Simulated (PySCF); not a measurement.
**SnOH₂: singlet, from a trigonal pyramidal start**

Where does singlet SnOH₂ go from a trigonal pyramidal start, is the end point a minimum, and what are its modes, charges and moments?

Program: PySCF 2.14.0. Level of theory: PBE0, basis Sn def2-TZVP with ECP28, O def2-TZVP, H def2-TZVP, scalar-relativistic core potentials, no spin–orbit coupling, density fitting. These are calculated values, not measurements.

## (1) The starting structure

4 atoms, charge 0, spin multiplicity 1.

Bond lengths: Sn1–O2 1.870 Å, Sn1–H3 1.720 Å, Sn1–H4 1.720 Å. Angles: O2–Sn1–H3 99.8°, O2–Sn1–H4 99.8°, H3–Sn1–H4 99.8°.

Z-matrix (Å, degrees; charge 0 multiplicity 1):
```
Sn
O  1 1.8700
H  1 1.7200 2 99.75
H  1 1.7200 2 99.75 3 -101.77
```

## (2) First SCF at the start

One driver script runs all steps and calls PySCF; scf.py shows how it sets up the SCF of each step. The optimiser is the driver's own. After this first run the driver tries any further starts and a stability analysis.

The input, scf.py:

```python
from pyscf import gto, scf, dft
mol = gto.M(atom='''
Sn    -0.017640     0.212470    -0.000000
O     -0.000000    -1.657460     0.000020
H      1.049050     0.513930    -1.315220
H      1.049030     0.513900     1.315190''',
    basis={'Sn': 'def2-TZVP', 'O': 'def2-TZVP', 'H': 'def2-TZVP'},
    ecp={'Sn': 'def2-TZVP'},
    charge=0, spin=0)
mf = dft.RKS(mol, xc='PBE0')
mf.grids.atom_grid = (50, 194)
aux = {'Sn': 'def2-universal-JKFIT', 'O': 'def2-universal-JKFIT', 'H': 'def2-universal-JKFIT'}
mf = mf.density_fit(auxbasis=aux)
mf.conv_tol = 1e-08
mf.diis_space = 10
mf.max_cycle = 60
mf.init_guess = 'minao'
mf.verbose = 4
mf.kernel()
```

Run with:

```sh
$ OMP_NUM_THREADS=2 python axn.py task.json out
```

After this run come: Relaxing the singlet from the trigonal pyramidal start; Vibrations and properties at this point.

Q: Predict the outcome of this session. Wanted: minimum; geometry; wavenumbers; dipole moment; highest occupied, lowest empty level; polar-tensor charge of Sn1; zero-point energy; atomisation energy.

**Answer**, as computed:

| quantity | value |
| --- | --- |
| minimum | singlet, C2v |
| geometry | Sn–H 1.713 Å (×2), Sn–O 1.820 Å; H–Sn–H 111.7°, H–Sn–O 124.1° (×2) |
| wavenumbers (cm⁻¹) | 426 (b2), 476 (b1), 690 (a1), 855 (a1), 1901 (b2), 1907 (a1) |
| dipole moment | 4.29 D |
| highest occupied, lowest empty level | -7.34, -2.58 eV |
| polar-tensor charge of Sn1 | +1.19 e |
| zero-point energy | 37.4 kJ/mol |
| entropy at 298.15 K | 260.4 J/(mol K) |
| atomisation energy (no zero-point energy) | 854 kJ/mol |

From Cs at the start the molecule goes to a C2v minimum. The strongest infrared band lies at 1901 cm⁻¹ (b2, stretch). Other starts or spin states, not run here, may lie lower.
